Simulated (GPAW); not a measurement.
TeRu:

```
Ru Te
1.0
     0.00000    3.11393    3.11393
     3.11393    0.00000    3.11393
     3.11393    3.11393    0.00000
Ru Te
1 1
Direct
  0.00000 0.00000 0.00000
  0.25000 0.25000 0.25000
```

The cell comes from a database or a generator and needn't be the stable form of this composition.

Base run:

* Program: GPAW 26.7.0
* Functional: r2SCAN
* Potentials or basis: GPAW PAW data sets (gpaw-data 1.2.1)
* Cutoff: 600 eV
* Basis: pw
* k mesh: 5 × 5 × 5
* Occupations: gaussian, width 0.05 eV
* Spin: collinear spin, ferromagnetic start
* Starting moments: [1.0, 0.0] μB
* Hubbard terms: Ru d U = 6 eV

Its results: pressure 4.9 GPa; site moments Ru +2.35; Te -0.33 μB.

Problem. The run is repeated on the same cell with these changes: moments at the start from [1.0, 0.0] to [3.0, 0.0]; fixed moment from none to 3 μB. What comes out?

Solution. Pressure 7.4 GPa; site moments Ru +2.80; Te -0.05 μB.

Caveats: the PAW data sets were made with another functional, which shifts forces and pressure a little; the U is typed as a test and isn't derived for this compound; the total moment is fixed, so each spin has its own Fermi level (some runs).
